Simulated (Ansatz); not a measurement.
Crystal: Ta3AsAu2O13.

```
CELL_PARAMETERS angstrom
5.88672 -0.00071 0.00161
2.20057 5.91386 -0.00164
1.84923 1.74129 7.56108
ATOMIC_POSITIONS crystal
Ta 0.39605 0.05000 0.58683
Ta 0.95891 0.61806 0.76348
Ta 0.06984 0.27356 0.18903
As 0.07072 0.88917 0.02743
Au 0.21939 0.67567 0.38144
Au 0.68925 0.45927 0.56874
O 0.16689 0.59518 0.16534
O 0.86104 0.11514 0.11677
O 0.26950 0.96377 0.83676
O 0.87527 0.82792 0.92000
O 0.70329 0.78261 0.54686
O 0.17528 0.40817 0.59350
O 0.27798 0.92640 0.17203
O 0.64612 0.14878 0.61595
O 0.14281 0.39538 0.93941
O 0.30048 0.17203 0.35732
O 0.19051 0.80386 0.59347
O 0.70787 0.47140 0.81379
O 0.77878 0.42364 0.31185
```

The cell was built by a generator and needn't be a form met in nature.

```yaml
Program: Ansatz 0.2.0
Task: relaxation of cell and atoms
Functional: RPBE
Potentials_or_basis: Ansatz PAW
Cutoff: "420 eV (not typed: the program's choice for these potentials)"
k_mesh: 4 × 4 × 3
Occupations: fermi-dirac, width 0.05 eV
Spin: no spin polarisation
```

At the start: volume 13.85 Å³/atom.

**Question.** Where does the relaxation end?

**Answer.** It ends after 16 steps and the volume is 14.53 Å³/atom (+4.8 %); space group P1 (No. 1, to 0.05 Å).

The path:
| step | energy change (eV) | largest force (eV/Å) | volume (Å³) |
| --- | --- | --- | --- |
| 1 | 0.0000 | 0.2235 | 263.24 |
| 2 | -0.0302 | 0.3471 | 273.63 |
| 3 | -0.0499 | 0.2153 | 271.81 |
| 4 | -0.0544 | 0.1343 | 271.96 |
| 5 | -0.0556 | 0.0988 | 272.89 |
| 6 | -0.0552 | 0.0558 | 273.40 |
| 7 | -0.0546 | 0.0525 | 273.69 |
| 8 | -0.0554 | 0.0265 | 273.53 |
| 9 | -0.0553 | 0.0082 | 273.57 |
| 10 | -0.1003 | 0.0084 | 273.57 |
| 11 | -0.0954 | 0.0657 | 275.63 |
| 12 | -0.0959 | 0.0115 | 275.60 |
| 13 | -0.0957 | 0.0071 | 275.67 |
| 14 | -0.1033 | 0.0072 | 275.67 |
| 15 | -0.1023 | 0.0082 | 275.98 |
| 16 | -0.1034 | 0.0082 | 275.98 |

Final structure:
```yaml
crystal:
  lattice:
    - [6.01904, -0.05363, -0.02574]
    - [2.19689, 6.00774, -0.02054]
    - [1.84000, 1.74707, 7.59605]
  atoms:
    - { symbol: Ta, position: [0.40033, 0.04509, 0.58749] }
    - { symbol: Ta, position: [0.96655, 0.60971, 0.76620] }
    - { symbol: Ta, position: [0.07125, 0.26930, 0.19131] }
    - { symbol: As, position: [0.07906, 0.88526, 0.02699] }
    - { symbol: Au, position: [0.21402, 0.67670, 0.38340] }
    - { symbol: Au, position: [0.68442, 0.46735, 0.56558] }
    - { symbol: O, position: [0.16955, 0.59451, 0.16520] }
    - { symbol: O, position: [0.87250, 0.10891, 0.11413] }
    - { symbol: O, position: [0.27476, 0.96158, 0.83704] }
    - { symbol: O, position: [0.88732, 0.82381, 0.91810] }
    - { symbol: O, position: [0.69306, 0.79054, 0.54136] }
    - { symbol: O, position: [0.16598, 0.41305, 0.59386] }
    - { symbol: O, position: [0.27707, 0.92528, 0.17480] }
    - { symbol: O, position: [0.62943, 0.16300, 0.61501] }
    - { symbol: O, position: [0.14202, 0.39285, 0.94169] }
    - { symbol: O, position: [0.29486, 0.17122, 0.36166] }
    - { symbol: O, position: [0.18277, 0.80283, 0.59585] }
    - { symbol: O, position: [0.70654, 0.48138, 0.81022] }
    - { symbol: O, position: [0.78850, 0.41764, 0.31010] }
```

Caveat: the plane-wave basis is chosen anew once the cell has moved, so the energies of steps on either side of that aren't comparable; the pressure holds a Pulay correction of +0.5 GPa for the finite cutoff; the PAW data sets come from PBE, with cores solved anew for the run's functional, which leaves a small shift of forces and pressure.
